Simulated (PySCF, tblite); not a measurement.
# C₄H₄BFN radical: geometry, infrared bands and EPR parameters

What infrared bands and EPR parameters should C₄H₄BFN radical (`N#CB(F)[C]1CC1`) show?

The runs use tblite 0.8.0 and PySCF 2.14.0, with density-fitted response routines of our own; the level of theory stands in each step. All values are computed, except where a source is named. Atoms count from 0, in the outputs and in this text.

## 1. The molecule as given

11 atoms, charge 0, multiplicity 2; geometry from: force field or distance geometry start.

Bonds of the start (Å): N0–C1 1.17, C1–B2 1.52, B2–F3 1.45, B2–C4 1.60, C4–C5 1.52, C5–C6 1.51, C6–C4 1.52, C5–H7 1.10, C5–H8 1.12, C6–H9 1.11, C6–H10 1.11.

## 2. Geometry optimisation with GFN2-xTB

The job: settings as JSON, then the geometry in Å.

```
{"job": {"kind": "relax", "xc": "GFN2-xTB", "basis": "xTB"}, "charge": 0, "multiplicity": 2}
N      3.385200    -0.060300    -0.180000
C      2.307500     0.400300    -0.159800
B      0.909000     0.992500    -0.107900
F      0.708300     2.345300     0.381000
C     -0.325700     0.214200    -0.774900
C     -1.502200     0.059600     0.177400
C     -0.597100    -1.119900    -0.108100
H     -2.481300    -0.004900    -0.312400
H     -1.376400     0.469400     1.208100
H     -1.068000    -1.883100    -0.762600
H      0.046200    -1.410500     0.752800
```

Started as:

```sh
$ OMP_NUM_THREADS=1 python probes_run.py task.json out
```

One launch serves the whole session: the jobs run in the order shown.

Standard output:

```text
step      E/eV     max force
  0    -526.25839    4.084
  1    -526.53704    9.164
  2    -526.91327    3.984
  3    -527.07887    1.580
  4    -527.13533    0.631
  5    -527.19738    1.079
  6    -527.23187    1.001
  7    -527.29357    0.607
  8    -527.32209    0.481
  9    -527.34484    0.394
 10    -527.36207    0.367
 11    -527.38728    0.495
 12    -527.42250    0.599
 13    -527.46669    0.605
 14    -527.50121    0.581
 15    -527.52120    0.638
 16    -527.53888    0.385
 17    -527.55521    0.404
 18    -527.56845    0.406
 19    -527.58343    0.378
 20    -527.59615    0.446
 21    -527.60459    0.345
 22    -527.61450    0.292
 23    -527.62240    0.270
 24    -527.62766    0.150
 25    -527.62979    0.139
 26    -527.63089    0.110
 27    -527.63171    0.092
 28    -527.63237    0.097
 29    -527.63286    0.066
 30    -527.63319    0.051
 31    -527.63342    0.062
 32    -527.63363    0.060
 33    -527.63384    0.039
 34    -527.63401    0.041
 35    -527.63411    0.029
 36    -527.63420    0.035
 37    -527.63432    0.036
 38    -527.63446    0.036
 39    -527.63463    0.043
 40    -527.63489    0.050
 41    -527.63527    0.067
 42    -527.63575    0.087
 43    -527.63618    0.074
 44    -527.63648    0.048
 45    -527.63672    0.042
 46    -527.63696    0.058
 47    -527.63723    0.063
 48    -527.63748    0.044
 49    -527.63766    0.037
 50    -527.63781    0.038
 51    -527.63796    0.060
 52    -527.63811    0.068
 53    -527.63827    0.052
 54    -527.63839    0.028
 55    -527.63846    0.022
 56    -527.63851    0.020
 57    -527.63856    0.031
 58    -527.63861    0.019
 59    -527.63867    0.025
 60    -527.63870    0.021
 61    -527.63873    0.019
 62    -527.63876    0.018
 63    -527.63883    0.026
 64    -527.63892    0.029
 65    -527.63903    0.026
 66    -527.63911    0.024
 67    -527.63917    0.019
 68    -527.63923    0.023
 69    -527.63929    0.023
 70    -527.63934    0.030
 71    -527.63938    0.029
 72    -527.63944    0.023
 73    -527.63953    0.025
 74    -527.63967    0.038
 75    -527.63985    0.048
 76    -527.63998    0.047
 77    -527.64004    0.030
 78    -527.64006    0.016
 79    -527.64007    0.008
```

Run time: 0.19 s. Hardware: 1 thread of AMD EPYC 9B45, shared host.

Step by step: (not every step is listed)

| step | energy from step 0 (eV) | largest force (eV/Å) |
| --- | --- | --- |
| 0 | 0.0000 | 4.0842 |
| 1 | -0.2787 | 9.1637 |
| 2 | -0.6549 | 3.9840 |
| 3 | -0.8205 | 1.5795 |
| 4 | -0.8769 | 0.6307 |
| 5 | -0.9390 | 1.0788 |
| 6 | -0.9735 | 1.0013 |
| 7 | -1.0352 | 0.6069 |
| 8 | -1.0637 | 0.4807 |
| 14 | -1.2428 | 0.5812 |
| 20 | -1.3378 | 0.4462 |
| 26 | -1.3725 | 0.1103 |
| 32 | -1.3752 | 0.0603 |
| 38 | -1.3761 | 0.0358 |
| 44 | -1.3781 | 0.0482 |
| 50 | -1.3794 | 0.0383 |
| 56 | -1.3801 | 0.0203 |
| 62 | -1.3804 | 0.0181 |
| 68 | -1.3808 | 0.0229 |
| 74 | -1.3813 | 0.0379 |
| 75 | -1.3815 | 0.0476 |
| 76 | -1.3816 | 0.0467 |
| 77 | -1.3817 | 0.0295 |
| 78 | -1.3817 | 0.0156 |
| 79 | -1.3817 | 0.0081 |

Distances of close pairs at the start and the end, largest changes first:

| bond | before (Å) | after (Å) | change (Å) |
| --- | --- | --- | --- |
| B2–F3 | 1.452 | 1.338 | -0.115 |
| B2–C4 | 1.605 | 1.494 | -0.111 |
| C4–C5 | 1.521 | 1.461 | -0.060 |
| C4–C6 | 1.516 | 1.460 | -0.056 |
| C5–H8 | 1.116 | 1.083 | -0.034 |
| C6–H10 | 1.113 | 1.083 | -0.031 |
| C6–H9 | 1.110 | 1.083 | -0.028 |
| N0–C1 | 1.172 | 1.148 | -0.024 |

The final coordinates are the input of the step that follows.

## 3. Vibrational analysis with GFN2-xTB

The job: settings as JSON, then the geometry in Å.

```
{"job": {"kind": "ir", "xc": "GFN2-xTB", "basis": "xTB"}, "charge": 0, "multiplicity": 2}
N      3.473464     0.074410    -0.512173
C      2.434332     0.528112    -0.329934
B      1.028477     1.087448    -0.083348
F      0.867030     2.411305     0.021185
C     -0.146906     0.173454     0.041825
C     -1.582287    -0.003020     0.251482
C     -0.672408    -1.188215     0.042036
H     -2.257307     0.292212    -0.541853
H     -1.988605     0.183938     1.237382
H     -0.713026    -1.728230    -0.895393
H     -0.437340    -1.828743     0.882548
```

Standard output:

```text
mode    cm-1     km/mol
  1      58.9      0.26
  2      87.9      2.56
  3     155.0      3.90
  4     191.3      6.63
  5     246.5     17.56
  6     399.0      8.31
  7     461.5      0.93
  8     512.8     20.01
  9     574.9      0.84
 10     711.7     12.87
 11     794.4      0.00
 12     939.9     41.61
 13     962.3      0.11
 14    1015.7     38.11
 15    1054.8     11.75
 16    1061.2      8.13
 17    1112.2      0.02
 18    1133.7     34.24
 19    1197.6    273.01
 20    1398.1     10.57
 21    1412.7     25.27
 22    1591.6      7.15
 23    2340.2     47.48
 24    3035.8      0.01
 25    3046.4      5.58
 26    3051.1     15.01
 27    3052.1      9.84
```

It took 0.12 s on 1 thread of AMD EPYC 9B45, shared host.

The strongest bands and the atoms that carry them (share of the mass-weighted mode):

| cm⁻¹ | km/mol | atoms |
| --- | --- | --- |
| 246 | 17.6 | C1 44 %, N0 18 %, C4 18 %, B2 11 % |
| 513 | 20.0 | B2 60 %, C1 25 % |
| 940 | 41.6 | B2 32 %, C4 14 %, C6 13 %, C5 10 % |
| 1016 | 38.1 | C4 36 %, C5 16 %, H10 12 %, H9 12 % |
| 1134 | 34.2 | B2 42 %, C6 21 %, C5 18 % |
| 1198 | 273.0 | B2 65 %, F3 22 % |
| 1413 | 25.3 | H10 25 %, H9 25 %, H7 18 %, H8 18 % |
| 2340 | 47.5 | C1 58 %, N0 41 % |

## 4. EPR parameters: B3LYP/pcH-1

Same as in step 3 but for these lines:

```diff
@@ -1,2 +1,2 @@
-{"job": {"kind": "ir", "xc": "GFN2-xTB", "basis": "xTB"}, "charge": 0, "multiplicity": 2}
+{"job": {"kind": "epr", "basis": "pcH-1"}, "charge": 0, "multiplicity": 2}
 N      3.473464     0.074410    -0.512173
```

Level: UKS B3LYP, pcH-1 on B C F H N, non-relativistic, mean-field spin-orbit, GIAO.

Standard output:

```text
UKS, coarse grid
  cycle   1  E = -334.20164303  |g| = 4.20e-01
  cycle   2  E = -334.03529499  |g| = 8.04e-01
  cycle   3  E = -334.26292751  |g| = 1.39e-01
  cycle   4  E = -334.26977409  |g| = 6.62e-02
  cycle   5  E = -334.27146385  |g| = 1.80e-02
  cycle   6  E = -334.27159716  |g| = 4.19e-03
  cycle   7  E = -334.27160778  |g| = 1.98e-03
  cycle   8  E = -334.27161041  |g| = 4.92e-04
UKS, final grid
  cycle   1  E = -334.27156046  |g| = 4.74e-04
  cycle   2  E = -334.27156037  |g| = 7.54e-04
  cycle   3  E = -334.27156060  |g| = 2.24e-04
  cycle   4  E = -334.27156063  |g| = 9.02e-05
  cycle   5  E = -334.27156064  |g| = 5.95e-05
  cycle   6  E = -334.27156064  |g| = 1.76e-05
E = -334.27156064 Eh   <S^2> = 0.7532 (exact 0.7500)
g shifts (ppm)      1          2          3
  rmc          -143       -143       -143
  gc             -4         20         29
  oz_so         -15        858       1674
  total        -163        734       1559
hyperfine (MHz)  atom isotope    a_iso     a_fc   dipolar eigenvalues
    0   14N       1.33       1.33     -3.08     -2.55      5.63
    1   13C     -13.12     -13.12     -4.27     -0.27      4.54
    2   11B     -17.20     -17.20    -13.33     -6.22     19.55
    3   19F      38.98      38.98    -93.23    -85.44    178.67
    4   13C      49.73      49.73    -63.40    -59.58    122.98
    5   13C     -20.60     -20.60     -3.61      1.01      2.60
    6   13C     -21.29     -21.29     -3.70      1.18      2.52
    7    1H      69.87      69.87     -3.93     -3.35      7.29
    8    1H      69.51      69.51     -3.90     -3.37      7.27
    9    1H      72.28      72.28     -3.95     -3.36      7.30
   10    1H      72.79      72.79     -3.98     -3.34      7.32
```

It took 17 s on 1 thread of AMD EPYC 9B45, shared host; peak memory 0.75 GiB.

Principal g values 2.00216, 2.00305, 2.00388; g(iso) = 2.00303, against 2.00232 for a free electron.

Hyperfine couplings; where a row names several nuclei, a(iso) is their mean (it holds for fast rotation or exchange) and the dipolar term the largest among them:

| nuclei | isotope | a(iso) (MHz) | a(iso) (G, at g = 2.0023) | largest dipolar term (MHz) |
| --- | --- | --- | --- | --- |
| H7, H8, H9, H10 | 1H | 71.1 | 25.4 | 7.3 |
| C4 | 13C | 49.7 | 17.7 | 123.0 |
| F3 | 19F | 39.0 | 13.9 | 178.7 |
| C5, C6 | 13C | -20.9 | -7.5 | -3.7 |
| B2 | 11B | -17.2 | -6.1 | 19.5 |
| C1 | 13C | -13.1 | -4.7 | 4.5 |
| N0 | 14N | 1.3 | 0.5 | 5.6 |

Mulliken spin populations:

| atom | value (e) |
| --- | --- |
| N0 | 0.07 |
| C1 | -0.04 |
| B2 | 0.15 |
| F3 | 0.04 |
| C4 | 0.79 |
| C5 | -0.05 |
| C6 | -0.06 |
| H7 | 0.03 |
| H8 | 0.03 |
| H9 | 0.03 |
| H10 | 0.03 |

In first order the couplings over 0.8 MHz of 1H, 19F, 11B, 14N give 120 distinct lines over 134.8 G, if the averaged nuclei exchange fast; the same motion can average rows kept apart here too.

Orbitals, density, ELF and potential are computed afterwards from the orbital file.

ELF in a plane through or near 7 of the atoms.

Ten even steps from ' ' (0.00) to '@' (0.96):
```
                                                        
                                                        
                                                        
                ..::----::                              
              ..==##%%%%++..                            
              ::##%%::%%##..                            
                ++%%**%%==  ..::----::..                
                ..==++==::==++##++++**--                
        ..--++++####::%%##%%**@@--++++++..              
      ..--++##****@@**::@@--++##==::++==..              
      --****%%==@@**%%::####**##%%@@%%==..              
    ::**%%##--%%--**++  ::##@@--::%%##==..              
    --%%@@@@==##%%**--    --**--::++==::                
    ::##@@@@@@##++--..    ..==****++::                  
    ..++%%@@%%**==::        ..::--::                    
        ::----::                                        
                                                        
                                                        
                                                        
                                                        
```
The map spans 11.9 Å across and 9.3 Å up, centred on the molecule. Atoms in the plane (x, y in Å): N0 (-3.4, -1.0), C1 (-2.5, -0.3), B2 (-1.3, 0.7), F3 (-1.6, 2.0), C4 (0.1, 0.2), C5 (1.5, 0.5), C6 (1.0, -0.9).

log10 of the density (e/Å³) in the same plane.

Ten even steps from ' ' (-4.0) to '@' (1.8):
```
                                                        
                                                        
              ..::------::..                            
            ..::--==++====--..    ..                    
            ::--++**##**++==::::::::::....              
          ..::==**##@@%%**==------------::..            
        ..::--==++##%%##**++====++++++==--::..          
      ..::----==++**##****++++++******++==--::          
    ..::--==++++****%%@@##########@@##**==--::          
    ::--==++****####****####@@######**++==--::          
  ..--==++**####@@##******##########**++==--..          
  ..--==**########**++++++**######****==--::..          
  ::--==**##@@##**++======++**####**++==--::            
  ..--==++******++==------==++******==--::..            
  ..::--==++++++==----::::--==++++++==--::..            
    ..::----------::......::--------::::..              
        ....::::..        ..::::::::....                
                              ......                    
                                                        
                                                        
```
The map spans 11.9 Å across and 9.3 Å up, centred on the molecule. Atoms in the plane (x, y in Å): N0 (-3.4, -1.0), C1 (-2.5, -0.3), B2 (-1.3, 0.7), F3 (-1.6, 2.0), C4 (0.1, 0.2), C5 (1.5, 0.5), C6 (1.0, -0.9).

On the surface of density 0.002 e/bohr³ the electrostatic potential runs, from the 1st to the 99th percentile, from -1.66 V near N0 to 1.45 V near B2.

The spin density lies nearest to C4 57 %; B2 15 %.

## 5. Results

| quantity | value |
| --- | --- |
| strongest single infrared mode (GFN2-xTB) | 1198 cm⁻¹, 273 km/mol |
| zero-point energy (GFN2-xTB) | 45.2 kcal/mol |
| g(iso) (B3LYP) | 2.00303 |
| ⟨S²⟩ | 0.753 (exact 0.75) |
| largest a(iso) (averaged by class) | 1H on H7, H8, H9, H10, 71.1 MHz |
| potential on the surface of density 0.002 e/bohr³, 1st and 99th percentile | -1.66 V and 1.45 V |

**Reading.** The optimisation took 79 steps and gained 1.382 eV; among the close pairs (by a distance rule), B2–F3 changed most, from 1.452 to 1.338 Å. No mode is imaginary among the 27: a minimum at this level. The strongest single mode, at 1198 cm⁻¹, moves mainly B2. Unscaled tight-binding wavenumbers are off by several per cent, some by more. Its intensities can rank the bands wrongly. C4 carries the largest spin population, 0.79 e. The isotropic g lies 0.7 ppt above the free-electron value. The conformer search found further structures of the same energy, which may be mirror or relabelled copies of this one.
